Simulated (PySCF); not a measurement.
# C3H9NOSi2: magnetic properties

Aim: compute the magnetic properties of C3H9NOSi2 (`N[Si@H]([SiH3])/C=C/C=O`).

Programs: PySCF 2.14.0, with routines of our own; each step states its level. All values are computed. Atoms count from 0.

### 1 The system as given

16 atoms, charge 0, multiplicity 1; geometry from: GFN2-xTB.

### 2 Magnetic properties: GIAO HF/pcSseg-1

The job: settings as JSON, then the geometry in Å.

```
{"job": {"kind": "mag", "xc": "HF", "basis": "pcSseg-1", "isotopologues": 2}, "charge": 0, "multiplicity": 1}
N     -0.685917     1.901949     0.352756
Si    -0.924276     0.491826    -0.610490
Si    -2.482640    -0.833114     0.466842
C      0.762605    -0.343602    -0.695059
C      1.785059    -0.102501     0.129401
C      3.063120    -0.793647     0.029074
O      4.025439    -0.590747     0.728455
H     -1.482216     2.425830     0.676488
H      0.071094     2.531669     0.136858
H     -1.248850     0.782344    -2.026358
H     -2.086015    -1.231433     1.818377
H     -3.772172    -0.143545     0.587657
H     -2.738379    -2.065339    -0.283521
H      0.902730    -1.106931    -1.452689
H      1.704372     0.638716     0.911960
H      3.098445    -1.552531    -0.781161
```

With the program's defaults for keys left out, this is: GIAO HF/pcSseg-1 magnetisability, rotational g tensor and spin-rotation constants, non-relativistic, gas phase.

Started as:

```bash
> OMP_NUM_THREADS=1 python excited_run.py task.json out
```

One launch serves the whole session: the jobs run in the order shown.

The program printed:

```text
final grid: 128024 points
cycle   1  E = -825.7693370103  dE =  1.028e+00  |g| = 7.868e-01  |ddm| = 3.529e+00
cycle   2  E = -825.8736060279  dE = -1.043e-01  |g| = 6.151e-01  |ddm| = 1.206e+00
cycle   3  E = -825.9426013561  dE = -6.900e-02  |g| = 8.687e-02  |ddm| = 6.207e-01
cycle   4  E = -825.9461427135  dE = -3.541e-03  |g| = 2.558e-02  |ddm| = 1.536e-01
cycle   5  E = -825.9464660636  dE = -3.234e-04  |g| = 1.007e-02  |ddm| = 5.950e-02
cycle   6  E = -825.9465307465  dE = -6.468e-05  |g| = 5.166e-03  |ddm| = 2.673e-02
cycle   7  E = -825.9465488914  dE = -1.814e-05  |g| = 1.968e-03  |ddm| = 1.590e-02
cycle   8  E = -825.9465515224  dE = -2.631e-06  |g| = 4.908e-04  |ddm| = 6.380e-03
cycle   9  E = -825.9465517103  dE = -1.879e-07  |g| = 1.629e-04  |ddm| = 1.329e-03
cycle  10  E = -825.9465517239  dE = -1.365e-08  |g| = 4.739e-05  |ddm| = 3.922e-04
cycle  11  E = -825.9465517253  dE = -1.345e-09  |g| = 1.824e-05  |ddm| = 1.127e-04
cycle  12  E = -825.9465517255  dE = -1.803e-10  |g| = 6.054e-06  |ddm| = 4.255e-05
converged SCF energy = -825.9465517255

Magnetisability tensor (1e-30 J/T^2)
    -1095.76      -74.44       93.79
      -74.44    -1287.18      144.65
       93.79      144.65    -1235.26
isotropic -1206.06   principal values   -1447.48  -1122.11  -1048.60
isotropic susceptibility -72.631 1e-6 cm^3/mol

Inertial axes            a          b          c
rot. const./GHz      3.2744     0.7153     0.6511
chi total           -65.049    -80.869    -71.974
chi diamagnetic    -504.524  -1743.241  -1905.482
chi paramagnetic    439.475   1662.372   1833.508
quadrupole/D A      -18.965     13.663      5.302
g nuclear            0.6174     0.5447     0.5469
g electronic        -0.6761    -0.5586    -0.5608
g total             -0.0586    -0.0139    -0.0139

Spin-rotation constants (kHz, H = +C I.J)
atom  isotope        aa         bb         cc
  0    14N        0.039      0.020      0.024
  7     1H       -0.178     -0.063     -0.068
  8     1H       -0.237     -0.033     -0.082
  9     1H       -0.239     -0.055      0.011
 10     1H       -0.289     -0.056     -0.000
 11     1H        0.045     -0.059     -0.064
 12     1H       -0.318     -0.013     -0.035
 13     1H       -0.273     -0.038      0.016
 14     1H       -0.324     -0.029      0.022
 15     1H       -0.248     -0.021      0.026
  1   29Si*      -1.875     -0.359     -0.354
  2   29Si*      -1.492     -0.331     -0.298
  3    13C*       1.379      0.180      0.246
  4    13C*       1.262      0.193      0.230
  5    13C*       1.470      0.241      0.269
  6    17O*      -3.267     -0.172     -0.387
* in the singly substituted isotopologue

Isotopologues: g along a, b, c
2H    at 7,8,9,10,11,12    -0.0477    -0.0133    -0.0126
15N   at 0                 -0.0573    -0.0140    -0.0138
```

It took 27 s on 1 thread of Arm Neoverse V1, shared host; peak memory 0.79 GiB.

Key values:

```
              quantity                      value
       magnetisability           -1206·10⁻³⁰ J/T²
  molar susceptibility         -72.6·10⁻⁶ cm³/mol
rotational g (a, b, c)  -0.0586, -0.0139, -0.0139
```

The fields below are evaluated on a grid from the run's orbitals.

Frontier orbitals at HF/pcSseg-1, with the share of their density that lies nearest to each atom:

```
orbital  energy (eV)                                                   lies on
   HOMO       -10.40  C3, C4 about 23 % each; Si1, Si2 about 10 % each; O6 8 %
   LUMO         1.69                  C3 24 %; C4, C5 about 15 % each; O6 13 %
```

ELF in a plane through or near 7 of the atoms.

Ten even steps from '0' (0.00) to '9' (1.00):
```
0000000000000000000000000000
0000000000000000000000000000
0000000000000000000000000000
0000000000000550011000000000
0000000000004995489500000000
0000000000003997799800000000
0000000000100678388300000000
0000010003640168740000000000
0000233015750037620003510000
0003567585154420277369993000
0004556478397654995399997000
0001115554576524846449996000
0000017961144201415328872000
0000016950011000269982000000
0000001300000000499994000000
0000000000000000499995000000
0000000000000000159971000000
0000000000000000000100000000
0000000000000000000000000000
0000000000000000000000000000
```
The map spans 13.2 Å across and 10.3 Å up, centred on the molecule. Atoms in the plane (x, y in Å): N0 (0.9, 1.8), Si2 (2.4, -1.0), C4 (-1.8, 0.1), C5 (-3.1, -0.5), H7 (1.8, 2.3), H8 (0.2, 2.5), H11 (3.8, -0.5).

On the surface of density 0.002 e/bohr³ the electrostatic potential runs, from the 1st to the 99th percentile, from -1.93 V near O6 to 1.85 V near H7.

### 3 Magnetic properties: GIAO KT2/pcSseg-0

Settings changed since step 2:

```diff
@@ -1,2 +1,2 @@
-{"job": {"kind": "mag", "xc": "HF", "basis": "pcSseg-1", "isotopologues": 2}, "charge": 0, "multiplicity": 1}
+{"job": {"kind": "mag", "xc": "KT2", "basis": "pcSseg-0"}, "charge": 0, "multiplicity": 1}
 N     -0.685917     1.901949     0.352756
```

Level: GIAO KT2/pcSseg-0 magnetisability, rotational g tensor and spin-rotation constants, non-relativistic, gas phase.

The program printed:

```text
coarse grid: 14240 points
cycle   1  E = -836.1753941173  dE =  6.790e-01  |g| = 9.323e-01  |ddm| = 4.137e+00
cycle   2  E = -833.3547068659  dE =  2.821e+00  |g| = 2.781e+00  |ddm| = 6.706e+00
cycle   3  E = -836.1127097430  dE = -2.758e+00  |g| = 8.875e-01  |ddm| = 6.530e+00
cycle   4  E = -836.3563439879  dE = -2.436e-01  |g| = 1.613e-01  |ddm| = 1.103e+00
cycle   5  E = -836.3557520922  dE =  5.919e-04  |g| = 1.805e-01  |ddm| = 4.464e-01
cycle   6  E = -836.3640901067  dE = -8.338e-03  |g| = 4.886e-02  |ddm| = 2.551e-01
cycle   7  E = -836.3648759274  dE = -7.858e-04  |g| = 6.753e-03  |ddm| = 8.942e-02
cycle   8  E = -836.3648904102  dE = -1.448e-05  |g| = 2.298e-03  |ddm| = 1.443e-02
cycle   9  E = -836.3648916765  dE = -1.266e-06  |g| = 1.056e-03  |ddm| = 4.016e-03
final grid: 128024 points
cycle  10  E = -836.5125204502  dE =  7.479e-05  |g| = 2.622e-02  |ddm| = 4.152e-02
cycle  11  E = -836.5115307408  dE =  9.897e-04  |g| = 7.224e-02  |ddm| = 1.132e-01
cycle  12  E = -836.5126499377  dE = -1.119e-03  |g| = 9.119e-03  |ddm| = 9.111e-02
cycle  13  E = -836.5126695662  dE = -1.963e-05  |g| = 1.540e-03  |ddm| = 1.357e-02
cycle  14  E = -836.5126701668  dE = -6.006e-07  |g| = 4.088e-04  |ddm| = 2.124e-03
cycle  15  E = -836.5126702114  dE = -4.458e-08  |g| = 1.478e-04  |ddm| = 6.783e-04
cycle  16  E = -836.5126702173  dE = -5.910e-09  |g| = 1.860e-05  |ddm| = 2.155e-04
cycle  17  E = -836.5126702175  dE = -1.273e-10  |g| = 6.498e-06  |ddm| = 4.944e-05
converged SCF energy = -836.5126702175

Magnetisability tensor (1e-30 J/T^2)
    -1134.27      -73.34      134.26
      -73.34    -1376.70      136.31
      134.26      136.31    -1308.83
isotropic -1273.27   principal values   -1534.00  -1224.39  -1061.42
isotropic susceptibility -76.678 1e-6 cm^3/mol

Inertial axes            a          b          c
rot. const./GHz      3.2744     0.7153     0.6511
chi total           -67.255    -86.118    -76.662
chi diamagnetic    -503.540  -1739.929  -1901.418
chi paramagnetic    436.285   1653.811   1824.757
quadrupole/D A      -15.904     12.771      3.133
g nuclear            0.6174     0.5447     0.5469
g electronic        -0.6711    -0.5558    -0.5581
g total             -0.0537    -0.0111    -0.0112

Spin-rotation constants (kHz, H = +C I.J)
atom  isotope        aa         bb         cc
  0    14N        0.003      0.021      0.026
  7     1H       -0.239     -0.075     -0.077
  8     1H       -0.294     -0.045     -0.090
  9     1H       -0.220     -0.055      0.007
 10     1H       -0.319     -0.065     -0.006
 11     1H        0.008     -0.066     -0.070
 12     1H       -0.351     -0.021     -0.040
 13     1H       -0.293     -0.046      0.011
 14     1H       -0.339     -0.038      0.017
 15     1H       -0.204     -0.026      0.023
  1   29Si*      -1.999     -0.372     -0.378
  2   29Si*      -1.409     -0.310     -0.281
  3    13C*       1.386      0.168      0.235
  4    13C*       1.218      0.184      0.224
  5    13C*       1.435      0.242      0.265
  6    17O*      -3.481     -0.175     -0.407
* in the singly substituted isotopologue
```

Wall time 17 s (1 thread of Arm Neoverse V1, shared host); peak memory 0.46 GiB.

Key values:

```csv
quantity,value
magnetisability,-1273·10⁻³⁰ J/T²
molar susceptibility,-76.7·10⁻⁶ cm³/mol
"rotational g (a, b, c)","-0.0537, -0.0111, -0.0112"
```

### 4 Magnetic properties: GIAO KT3/3-21G

Settings changed since step 3:

```diff
@@ -1,2 +1,2 @@
-{"job": {"kind": "mag", "xc": "KT2", "basis": "pcSseg-0"}, "charge": 0, "multiplicity": 1}
+{"job": {"kind": "mag", "xc": "KT3", "basis": "3-21G", "scf": {"damp": 0.9, "max_cycle": 63}}, "charge": 0, "multiplicity": 1}
 N     -0.685917     1.901949     0.352756
```

Method: GIAO KT3/3-21G magnetisability, rotational g tensor and spin-rotation constants, non-relativistic, gas phase.

The program printed:

```text
damping 0.90 in the first 6 cycles
final grid: 128024 points
cycle   1  E = -832.3111949060  dE =  2.715e-01  |g| = 9.409e-01  |ddm| = 3.894e+00
cycle   2  E = -832.4047587295  dE = -9.356e-02  |g| = 6.637e-01  |ddm| = 2.709e-01
cycle   3  E = -832.4534455558  dE = -4.869e-02  |g| = 4.613e-01  |ddm| = 2.082e-01
cycle   4  E = -832.4773482088  dE = -2.390e-02  |g| = 3.218e-01  |ddm| = 1.527e-01
cycle   5  E = -832.4889579384  dE = -1.161e-02  |g| = 2.285e-01  |ddm| = 1.097e-01
cycle   6  E = -832.4531118516  dE =  3.585e-02  |g| = 4.788e-01  |ddm| = 8.909e-01
cycle   7  E = -832.2623404454  dE =  1.908e-01  |g| = 1.070e+00  |ddm| = 1.601e+00
cycle   8  E = -832.4981232570  dE = -2.358e-01  |g| = 1.266e-01  |ddm| = 1.115e+00
cycle   9  E = -832.5017214805  dE = -3.598e-03  |g| = 4.166e-02  |ddm| = 2.030e-01
cycle  10  E = -832.5020721716  dE = -3.507e-04  |g| = 2.306e-02  |ddm| = 7.759e-02
cycle  11  E = -832.5022300618  dE = -1.579e-04  |g| = 6.093e-03  |ddm| = 3.053e-02
cycle  12  E = -832.5022376496  dE = -7.588e-06  |g| = 2.236e-03  |ddm| = 7.329e-03
cycle  13  E = -832.5022389950  dE = -1.345e-06  |g| = 2.863e-04  |ddm| = 3.256e-03
cycle  14  E = -832.5022390159  dE = -2.091e-08  |g| = 4.997e-05  |ddm| = 3.384e-04
cycle  15  E = -832.5022390165  dE = -6.075e-10  |g| = 1.525e-05  |ddm| = 1.035e-04
converged SCF energy = -832.5022390165

Magnetisability tensor (1e-30 J/T^2)
    -1135.63      -70.08      122.87
      -70.08    -1362.45      120.89
      122.87      120.89    -1296.17
isotropic -1264.75   principal values   -1502.25  -1222.94  -1069.06
isotropic susceptibility -76.165 1e-6 cm^3/mol

Inertial axes            a          b          c
rot. const./GHz      3.2744     0.7153     0.6511
chi total           -67.397    -84.940    -76.158
chi diamagnetic    -500.636  -1735.699  -1897.517
chi paramagnetic    433.238   1650.759   1821.359
quadrupole/D A      -14.588     11.834      2.755
g nuclear            0.6174     0.5447     0.5469
g electronic        -0.6664    -0.5547    -0.5571
g total             -0.0490    -0.0100    -0.0102

Spin-rotation constants (kHz, H = +C I.J)
atom  isotope        aa         bb         cc
  0    14N       -0.005      0.018      0.021
  7     1H       -0.235     -0.074     -0.077
  8     1H       -0.300     -0.043     -0.088
  9     1H       -0.231     -0.056      0.006
 10     1H       -0.307     -0.062     -0.007
 11     1H        0.010     -0.064     -0.069
 12     1H       -0.341     -0.021     -0.039
 13     1H       -0.284     -0.043      0.013
 14     1H       -0.323     -0.037      0.017
 15     1H       -0.196     -0.025      0.023
  1   29Si*      -1.616     -0.309     -0.304
  2   29Si*      -1.250     -0.280     -0.249
  3    13C*       1.125      0.136      0.192
  4    13C*       0.986      0.150      0.184
  5    13C*       1.171      0.197      0.213
  6    17O*      -2.838     -0.144     -0.328
* in the singly substituted isotopologue
```

Run time: 15 s. Hardware: 1 thread of Arm Neoverse V1, shared host; peak memory 0.55 GiB.

Despite heavy damping, the SCF converged in 15 cycles.

In short:

```csv
quantity,value
magnetisability,-1265·10⁻³⁰ J/T²
molar susceptibility,-76.2·10⁻⁶ cm³/mol
"rotational g (a, b, c)","-0.0490, -0.0100, -0.0102"
```

### 5 The levels compared

```
            level  ξ (10⁻³⁰ J/T²)     g(a)     g(b)  gap (eV)  functions  time
 GIAO HF/pcSseg-1           -1206  -0.0586  -0.0139     12.09        178  27 s
GIAO KT2/pcSseg-0           -1273  -0.0537  -0.0111      2.94         89  17 s
   GIAO KT3/3-21G           -1265  -0.0490  -0.0100      3.01         89  15 s
```

### 6 What came out

| quantity | value |
| --- | --- |
| magnetisability (step 2, GIAO HF/pcSseg-1) | -1206·10⁻³⁰ J/T² |
| molar susceptibility (step 2, GIAO HF/pcSseg-1) | -72.6·10⁻⁶ cm³/mol |
| rotational g (a, b, c) (step 2, GIAO HF/pcSseg-1) | -0.0586, -0.0139, -0.0139 |
| surface potential, 1st and 99th percentile | -1.93 V and 1.85 V |
| magnetisability over the levels | -1273 to -1206·10⁻³⁰ J/T² |

The magnetisability spreads by 5.4 % over 3 levels, from GIAO KT2/pcSseg-0 (17 s) to GIAO HF/pcSseg-1 (27 s); the runs took 15 s to 27 s. Vibrational averaging and real surroundings are missing from these values.
